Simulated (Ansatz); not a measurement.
# CH3FSSe: how energies converge with the basis set

The task here is to estimate one member of a computed series from the others.

Program: Ansatz 0.2.0, Gaussian basis. Level of theory: one geometry, several basis sets. These are calculated values, not measurements.

Levels to be run: PBE0-D4/def2-SVP; ωB97M-V/def2-SVP; PBE0-D4/def2-QZVPP; ωB97M-V/def2-QZVPP; the functionals' def2-TZVPP values are taken from earlier runs.

### Structure used throughout

All runs share one geometry, relaxed beforehand with PBE0-D4 in a triple-zeta def2 set.

7 atoms, charge 0, spin multiplicity 1.

Atoms are counted from 1 here; the program's logs count them from 0.

Bond lengths: F1–C2 1.369 Å, C2–S3 1.792 Å, C2–Se4 1.957 Å, C2–H5 1.089 Å, S3–H6 1.343 Å, Se4–H7 1.470 Å. Angles: F1–C2–S3 112.4°, F1–C2–Se4 110.7°, F1–C2–H5 107.5°, S3–C2–Se4 106.1°, S3–C2–H5 110.6°, Se4–C2–H5 109.5°, C2–S3–H6 95.9°, C2–Se4–H7 92.8°.

Set-up of the first run:

in.yaml reads:

```yaml
crystal:
  periodic: [false, false, false]
  atoms:
    - {symbol: F, position_ang: [0.186973, -1.467129, -0.165376]}
    - {symbol: C, position_ang: [-0.024793, -0.137754, 0.084614]}
    - {symbol: S, position_ang: [1.406728, 0.657516, 0.812525]}
    - {symbol: Se, position_ang: [-0.393467, 0.827506, -1.577536]}
    - {symbol: H, position_ang: [-0.884595, -0.061848, 0.748120]}
    - {symbol: H, position_ang: [1.143059, 0.286790, 2.076656]}
    - {symbol: H, position_ang: [-1.372704, -0.172981, -2.024803]}
basis:
  gaussian: {orbitals: def2-SVP}
hamiltonian: {xc: pbe0, dispersion: d4}
output: {orbitals: {seedname: orbitals}}
```

Started as:

```sh
$ ansatz run in.yaml --threads 2 --pin off --events-out ev --progress --plain --max-ram 4352MiB
```

Steps of the session up to this table: PBE0-D4 in def2-SVP; ωB97M-V in def2-SVP; PBE0-D4 in def2-QZVPP; ωB97M-V in def2-QZVPP.

One of the session's tables, all rows but one given; the rest of the session is left out.

It belongs to the step «Functionals by basis». 

```
functional       basis  HOMO (eV)
   PBE0-D4    def2-SVP      -6.96
   PBE0-D4  def2-TZVPP          ?
   PBE0-D4  def2-QZVPP      -7.15
   ωB97M-V    def2-SVP      -9.15
   ωB97M-V  def2-TZVPP      -9.32
   ωB97M-V  def2-QZVPP      -9.36
```

Estimate the missing values for PBE0-D4, def2-TZVPP.

**Answer.** HOMO (eV): -7.12. In the column «HOMO (eV)» it lies between PBE0-D4, def2-QZVPP (-7.15) and PBE0-D4, def2-SVP (-6.96).
